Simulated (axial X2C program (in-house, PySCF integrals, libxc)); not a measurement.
# Linear CGaO at several levels

Aim: the two bond lengths and stretching wavenumbers of linear CGaO, with and without spin–orbit coupling, at PBE0, LDA.

Method: all-electron X2C, two-component (2c) or spin-free, C dyall-v3z, Ga dyall-v3z, O dyall-av3z; program: an in-house X2C program for linear molecules on PySCF integrals.

All values are calculated.

2 further runs of the same task are left out: 2 set aside as unsound or not needed.

## Step 1: The job

task.json reads:

```json
{
 "zs": [
  6,
  31,
  8
 ],
 "q": 0,
 "bas": [
  "dyall-v3z",
  "dyall-v3z",
  "dyall-av3z"
 ],
 "r0": [
  1.84,
  1.74
 ],
 "symm": 0,
 "scan": [
  "PBE0",
  "HF",
  "LDA"
 ],
 "levels": [
  "PBE0",
  "HF",
  "PBE"
 ],
 "nst": 2
}
```

Keys: zs atomic numbers; q charge; bas basis sets; r0 starting distance in Å; symm equal bonds; scan levels of the two-bond scan; levels methods; nst determinants followed.

The run is started by

```
> python solin.py task.json out
```

Masses C 12.000, Ga 68.926, O 15.995 u.

## Step 2: Scan at PBE0, 2c

State: Ω = 3/2 (beyond evenly filled blocks: ω = 3/2). Energies above the lowest point, from the job's result record:

```csv
r(C–Ga) (Å),r(Ga–O) (Å),E (meV)
1.8301,1.6000,55.29
1.8301,1.6410,17.16
1.8301,1.6820,47.95
1.8770,1.6000,39.67
1.8770,1.6410,0.00
1.8770,1.6820,28.88
1.8770,1.7231,111.19
1.9239,1.6000,60.22
1.9239,1.6410,18.79
1.9239,1.6820,45.55
1.9708,1.6410,65.94
1.9708,1.7231,167.44
```

A quadratic surface with cubic terms in each bond gives the minimum at 1.875 and 1.643 Å, force constants 2.63, 6.45 and coupling -0.18 mdyn/Å.

## Step 3: Scan at PBE0, spin-free

State: M_S = 3/2, Λ = 0 (beyond evenly filled blocks: σα, π+α, π-α). Energies above the lowest point, from the job's result record:

| r(C–Ga) (Å) | r(Ga–O) (Å) | E (meV) |
| --- | --- | --- |
| 1.8301 | 1.6000 | 54.28 |
| 1.8301 | 1.6410 | 16.78 |
| 1.8301 | 1.6820 | 48.11 |
| 1.8770 | 1.6000 | 39.03 |
| 1.8770 | 1.6410 | 0.00 |
| 1.8770 | 1.6820 | 29.42 |
| 1.8770 | 1.7231 | 112.19 |
| 1.9239 | 1.6000 | 59.92 |
| 1.9239 | 1.6410 | 19.13 |
| 1.9239 | 1.6820 | 46.43 |
| 1.9708 | 1.6410 | 66.58 |
| 1.9708 | 1.7231 | 169.08 |

A quadratic surface with cubic terms in each bond gives the minimum at 1.874 and 1.642 Å, force constants 2.63, 6.46 and coupling -0.18 mdyn/Å.

## Step 4: Scan at LDA, spin-free

State: M_S = 3/2, Λ = 0 (beyond evenly filled blocks: σα, π+α, π-α). Energies above the lowest point, from the job's result record:

```
r(C–Ga) (Å)  r(Ga–O) (Å)  E (meV)
     1.8301       1.6000    30.50
     1.8301       1.6410     0.00
     1.8301       1.6820    35.95
     1.8770       1.6000    43.52
     1.8770       1.6410    12.90
     1.8770       1.6820    48.60
     1.8770       1.7231   136.41
     1.9239       1.6000    88.37
     1.9239       1.6410    57.33
     1.9239       1.6820    92.50
     1.9708       1.6410   126.34
     1.9708       1.7231   246.98
```

A quadratic surface with cubic terms in each bond gives the minimum at 1.836 and 1.638 Å, force constants 2.72, 6.42 and coupling -0.04 mdyn/Å.

## Step 5: Comparison

| level | r(C–Ga) (Å) | r(Ga–O) (Å) | lower stretch (cm⁻¹) | upper stretch (cm⁻¹) |
| --- | --- | --- | --- | --- |
| PBE0, 2c | 1.875 | 1.643 | 635.6 | 941.0 |
| PBE0, spin-free | 1.874 | 1.642 | 635.9 | 941.3 |
| LDA, spin-free | 1.836 | 1.638 | 651.6 | 932.2 |

What this shows: Over the levels the C–Ga bond spans 1.836 to 1.875 Å and the Ga–O bond 1.638 to 1.643 Å. At PBE0 spin–orbit coupling leaves both bonds unchanged to 0.001 Å. Each state is one determinant, the lowest of a limited PBE0 search; the stretches come from a fit to few points and are good to some per cent at best. The molecule was held linear; bending was not examined, so a bent shape may lie lower. Note: several unpaired electrons, one determinant need not be a pure state.
